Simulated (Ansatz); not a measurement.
**Ga started on a Si site and a P vacancy in chalcopyrite ZnSiP2, 31 atoms, charge +1**

Which settings matter for this cell? A base run comes first, then runs with one to three settings changed.

All numbers are computed with Ansatz 0.2.0 (PAW, plane waves).

1 further run of the same task is left out (it didn't finish).

**1. The system as built**

31 atoms (8 Zn, 7 Si, 15 P, 1 Ga); a = 10.705 Å, b = 5.352 Å, c = 10.445 Å, α = 90.00°, β = 90.00°, γ = 90.00°. All atoms were shaken off their sites by about 0.04 Å along each axis. Defect site 1: (0.500, 0.500, 0.750). Defect site 2: (0.618, 0.250, 0.625). Starting moments add up to 1 μB.

Structure file:

```cif
data_structure
_symmetry_space_group_name_H-M 'P 1'
_symmetry_Int_Tables_number 1
_cell_length_a 10.7046
_cell_length_b 5.3523
_cell_length_c 10.4452
_cell_angle_alpha 90.000
_cell_angle_beta 90.000
_cell_angle_gamma 90.001
_cell_volume 598.45
loop_
_atom_site_label
_atom_site_type_symbol
_atom_site_fract_x
_atom_site_fract_y
_atom_site_fract_z
_atom_site_occupancy
Zn1 Zn 0.00586 0.00388 0.00266 1
Zn2 Zn 0.49738 0.99866 0.99639 1
Zn3 Zn 0.99320 0.51137 0.24236 1
Zn4 Zn 0.49954 0.49301 0.24878 1
Zn5 Zn 0.25078 0.00415 0.74821 1
Zn6 Zn 0.75223 0.00438 0.74641 1
Zn7 Zn 0.25216 0.49467 0.49267 1
Zn8 Zn 0.75146 0.50274 0.49950 1
Si1 Si 0.00620 0.00568 0.49570 1
Si2 Si 0.49131 0.99386 0.50399 1
Si3 Si 0.24659 0.99465 0.24960 1
Si4 Si 0.74896 0.99691 0.25065 1
Si5 Si 0.24932 0.50141 0.00155 1
Si6 Si 0.75582 0.49423 0.99423 1
Si7 Si 0.00129 0.49189 0.73973 1
P1 P 0.13379 0.24631 0.12095 1
P2 P 0.63265 0.24663 0.12171 1
P3 P 0.11382 0.24449 0.62020 1
P4 P 0.37299 0.74283 0.11917 1
P5 P 0.87083 0.75330 0.12534 1
P6 P 0.37097 0.23291 0.38205 1
P7 P 0.87297 0.24402 0.37123 1
P8 P 0.12235 0.78354 0.37800 1
P9 P 0.62211 0.77177 0.36760 1
P10 P 0.12766 0.73866 0.87233 1
P11 P 0.62196 0.74705 0.87189 1
P12 P 0.37800 0.75339 0.62197 1
P13 P 0.88651 0.76057 0.62731 1
P14 P 0.37441 0.28189 0.87298 1
P15 P 0.87174 0.26267 0.87196 1
Ga1 Ga 0.50074 0.50599 0.75052 1
```

**2. PBEsol single point**

in.yaml reads:

```yaml
crystal:
  lattice:
    - [10.704629, -0.000052, -0.000014]
    - [-0.000026, 5.352314, -0.000007]
    - [-0.000013, -0.000013, 10.445182]
  atoms:
    - { symbol: Zn, position: [0.005863, 0.003883, 0.002658] }
    - { symbol: Zn, position: [0.497380, 0.998658, 0.996394] }
    - { symbol: Zn, position: [0.993200, 0.511367, 0.242358] }
    - { symbol: Zn, position: [0.499544, 0.493008, 0.248779] }
    - { symbol: Zn, position: [0.250778, 0.004151, 0.748209] }
    - { symbol: Zn, position: [0.752235, 0.004383, 0.746407], spin: 0.143 }
    - { symbol: Zn, position: [0.252156, 0.494668, 0.492668] }
    - { symbol: Zn, position: [0.751461, 0.502738, 0.499496], spin: 0.143 }
    - { symbol: Si, position: [0.006203, 0.005680, 0.495703] }
    - { symbol: Si, position: [0.491306, 0.993859, 0.503988], spin: 0.143 }
    - { symbol: Si, position: [0.246588, 0.994654, 0.249595] }
    - { symbol: Si, position: [0.748957, 0.996915, 0.250647] }
    - { symbol: Si, position: [0.249320, 0.501409, 0.001555] }
    - { symbol: Si, position: [0.755818, 0.494230, 0.994231] }
    - { symbol: Si, position: [0.001287, 0.491885, 0.739734] }
    - { symbol: P, position: [0.133787, 0.246307, 0.120948] }
    - { symbol: P, position: [0.632654, 0.246629, 0.121706] }
    - { symbol: P, position: [0.113818, 0.244488, 0.620199] }
    - { symbol: P, position: [0.372992, 0.742830, 0.119169] }
    - { symbol: P, position: [0.870827, 0.753302, 0.125343] }
    - { symbol: P, position: [0.370973, 0.232909, 0.382047] }
    - { symbol: P, position: [0.872975, 0.244015, 0.371229] }
    - { symbol: P, position: [0.122346, 0.783538, 0.377996] }
    - { symbol: P, position: [0.622111, 0.771769, 0.367598] }
    - { symbol: P, position: [0.127659, 0.738656, 0.872328] }
    - { symbol: P, position: [0.621965, 0.747054, 0.871885], spin: 0.143 }
    - { symbol: P, position: [0.377996, 0.753386, 0.621969], spin: 0.143 }
    - { symbol: P, position: [0.886512, 0.760574, 0.627308] }
    - { symbol: P, position: [0.374412, 0.281894, 0.872979], spin: 0.143 }
    - { symbol: P, position: [0.871735, 0.262669, 0.871965] }
    - { symbol: Ga, position: [0.500737, 0.505993, 0.750519], spin: 0.143 }
  symmetry: { detect: false }
kpoints:
  mp_grid: { grid: [1, 1, 1], shift: [0.25, 0.25, 0.25] }
hamiltonian:
  xc: pbesol
total_charge: 1
magnetization:
  spin_polarized: true
scf:
  occupations: { method: fermi_dirac, width: 0.01 }
output:
  forces: true
  eigenvalues: true
  populations: true
  charged_corrections: { epsilon: 11 }
  eigenstates: { kpoints: [[0.25, 0.25, 0.25]], e_range: [-6.0, 6.0], localisation: true }
```

The run is started by

```bash
> ansatz run in.yaml --threads 2 --pin off --max-ram 30400MiB --runs-dir r --events-out ev --progress --plain
```

**3. Run again with mixing beta 0.6**

in.yaml, as its differences from that of step 2:

```diff
@@ -47,2 +47,4 @@
   occupations: { method: fermi_dirac, width: 0.01 }
+  max_iter: 90
+  mixing: { beta: 0.6 }
 output:
@@ -50,4 +52,2 @@
   eigenvalues: true
-  populations: true
-  charged_corrections: { epsilon: 11 }
-  eigenstates: { kpoints: [[0.25, 0.25, 0.25]], e_range: [-6.0, 6.0], localisation: true }
+  stress: true
```

**4. Changed settings: cutoff 120 eV**

in.yaml, as its differences from that of step 3:

```diff
@@ -40,2 +40,3 @@
   mp_grid: { grid: [1, 1, 1], shift: [0.25, 0.25, 0.25] }
+basis: { ecutwfc: 120 }
 hamiltonian:
@@ -48,3 +49,2 @@
   max_iter: 90
-  mixing: { beta: 0.6 }
 output:
```

**5. Variant: charge changed by 2, xc grid 1**

in.yaml, as its differences from that of step 4:

```diff
@@ -40,6 +40,6 @@
   mp_grid: { grid: [1, 1, 1], shift: [0.25, 0.25, 0.25] }
-basis: { ecutwfc: 120 }
+basis: { xc_grid: 1 }
 hamiltonian:
   xc: pbesol
-total_charge: 1
+total_charge: 3
 magnetization:
@@ -48,3 +48,3 @@
   occupations: { method: fermi_dirac, width: 0.01 }
-  max_iter: 90
+  max_iter: 50
 output:
```

**6. Variant: charge changed by 2**

in.yaml, as its differences from that of step 5:

```diff
@@ -40,3 +40,2 @@
   mp_grid: { grid: [1, 1, 1], shift: [0.25, 0.25, 0.25] }
-basis: { xc_grid: 1 }
 hamiltonian:
@@ -48,3 +47,3 @@
   occupations: { method: fermi_dirac, width: 0.01 }
-  max_iter: 50
+  max_iter: 70
 output:
@@ -53 +52,5 @@
   stress: true
+  write_density: true
+  write_potential: true
+  elf: true
+  volumetric_format: npy
```

Q: Predict the outcome of this session. Wanted: for each run, settings; status; energy from base; forces from base.

**Answer**, as computed:

| settings | status | cycles | time | energy from base (meV/atom) | forces from base (eV/Å rms) | filled to empty level on the mesh (eV) |
| --- | --- | --- | --- | --- | --- | --- |
| base | converged | 18 | 51 s (2 CPU threads) | 0 | 0 | 0.23 |
| mixing beta 0.6 | converged | 14 | 24 s (2 CPU threads) | 0.0 | 0.000 | 0.23 |
| cutoff 120 eV | converged, settings too loose | 15 | 7.5 s (2 CPU threads) | +24870.2 | 0.709 | 0.29 |
| charge changed by 2, xc grid 1 | converged | 20 | 29 s (2 CPU threads) | - | 0.127 | 0.07 |
| charge changed by 2 | converged | 20 | 37 s (2 CPU threads) | - | 0.127 | 0.07 |

**Reading.** Among these variants the forces move most with cutoff 120 eV (0.709 eV/Å rms) and least with mixing beta 0.6 (0.000).
